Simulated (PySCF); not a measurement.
**Tl(SiH3)3: other functionals and bases at one geometry**

An exercise on one series of results from a longer session: the logs are not shown, and one member is left open.

Method: several levels, as the steps say, no spin–orbit coupling; program: PySCF 2.14.0.

2 further runs of the same task are left out: 2 for a known fault of the program.

## Starting geometry

13 atoms, charge 0, spin multiplicity 1.

Bond lengths: Tl1–Si2 2.646 Å, Tl1–Si6 2.646 Å, Tl1–Si10 2.646 Å, Si2–H3 1.507 Å, Si2–H4 1.510 Å, Si2–H5 1.507 Å, Si6–H7 1.507 Å, Si6–H8 1.510 Å, Si6–H9 1.507 Å, Si10–H11 1.507 Å, Si10–H12 1.510 Å, Si10–H13 1.507 Å. Angles: Si2–Tl1–Si6 120.0°, Si2–Tl1–Si10 120.0°, Si6–Tl1–Si10 120.0°, Tl1–Si2–H3 112.4°, Tl1–Si2–H4 108.3°, Tl1–Si2–H5 112.4°, H3–Si2–H4 107.7°, H3–Si2–H5 108.1°, H4–Si2–H5 107.7°, Tl1–Si6–H7 112.4°, Tl1–Si6–H8 108.3°, Tl1–Si6–H9 112.4°, H7–Si6–H8 107.7°, H7–Si6–H9 108.1°, H8–Si6–H9 107.7°, Tl1–Si10–H11 112.4°, Tl1–Si10–H12 108.3°, Tl1–Si10–H13 112.4° and more.

Coordinates:

```
Tl    0.0000    0.0000   -0.6345
Si    2.6457    0.0000   -0.6820
H     3.2321   -1.2205   -0.0195
H     3.0951    0.0000   -2.1235
H     3.2321    1.2204   -0.0195
Si   -1.3228    2.2912   -0.6820
H    -0.5591    3.4093   -0.0195
H    -1.5475    2.6804   -2.1235
H    -2.6730    2.1889   -0.0196
Si   -1.3229   -2.2912   -0.6820
H    -2.6730   -2.1888   -0.0196
H    -1.5476   -2.6804   -2.1235
H    -0.5591   -3.4093   -0.0196
```

Formal oxidation states: Tl +3. An earlier session relaxed this geometry at PBE, Tl def2-SVP with ECP60, Si def2-SVP, H def2-SVP (singlet, point group C3v).

At PBE on the finer grid: E = -1045.648856 Eh, HOMO -5.96 eV, LUMO -3.03 eV, Mulliken charge on Tl1 +0.16 e, largest force component 0.040 eV/Å. 

Levels to run: PBE0; TPSSh; BP86; BLYP; PBE, TZVP; PBE, x2c-SVP. Hardware: 2 threads of Arm Neoverse V1, shared host.

Set-up of the first run:

The input, run.py (the lines that set the calculation):

```python
mol = gto.M(atom='''
Tl     0.00000     0.00000    -0.63450
Si     2.64568    -0.00003    -0.68199
H      3.23212    -1.22051    -0.01954
H      3.09507    -0.00003    -2.12353
H      3.23214     1.22044    -0.01954
Si    -1.32281     2.29124    -0.68199
H     -0.55907     3.40935    -0.01954
H     -1.54750     2.68042    -2.12354
H     -2.67301     2.18890    -0.01955
Si    -1.32286    -2.29121    -0.68200
H     -2.67305    -2.18884    -0.01956
H     -1.54756    -2.68039    -2.12354
H     -0.55914    -3.40934    -0.01955''',
    basis={'Tl': 'def2-SVP', 'Si': 'def2-SVP', 'H': 'def2-SVP'},
    ecp={'Tl': 'def2-SVP'},
    charge=0, spin=0)
mf = dft.RKS(mol, xc='PBE0')
mf.grids.atom_grid = (75, 302)
mf = mf.density_fit()  # fitting sets: Tl def2-universal-JKFIT, Si def2-universal-JKFIT, H def2-universal-JKFIT
mf.conv_tol = 1e-08; mf.max_cycle = 55
mf.kernel(dm0)  # dm0: the density of the relaxed state
```

On the command line:

```sh
$ OMP_NUM_THREADS=2 python run.py
```

Among the steps run: PBE0; TPSSh; BP86; BLYP; PBE, TZVP; PBE, x2c-SVP.

One of the session's tables, all rows but one given; the rest of the session is left out.

| level | HOMO (eV) | gap (eV) | charge on Tl1 (e) | dipole (D) | largest force component (eV/Å) |
| --- | --- | --- | --- | --- | --- |
| PBE (relaxed here) | -5.96 | 2.92 | 0.16 | 0.12 | 0.04 |
| PBE0 | -6.90 | 4.52 | 0.20 | 0.16 | 0.18 |
| TPSSh | -6.43 | 3.73 | 0.23 | 0.16 | 0.27 |
| BP86 | -6.06 | 2.94 | 0.17 | 0.13 | 0.01 |
| BLYP | -5.74 | 2.82 | 0.09 | 0.14 | 0.24 |
| PBE, TZVP | ? | ? | ? | ? | ? |
| PBE, x2c-SVP | -5.99 | 2.92 | 0.33 | 0.13 | 0.09 |

Estimate the missing values for PBE, TZVP.

**Answer.** HOMO (eV): -5.98; gap (eV): 2.87; charge on Tl1 (e): 0.44; dipole (D): 0.15; largest force component (eV/Å): 0.15. In the column «HOMO (eV)» it lies between PBE, x2c-SVP (-5.99) and PBE (relaxed here) (-5.96).

In one basis the HOMO–LUMO gap runs from 2.82 eV (BLYP) to 4.52 eV (PBE0). The largest leftover force, 0.27 eV/Å with TPSSh, stands at a geometry relaxed at another level. Total energies of different levels can't be compared.
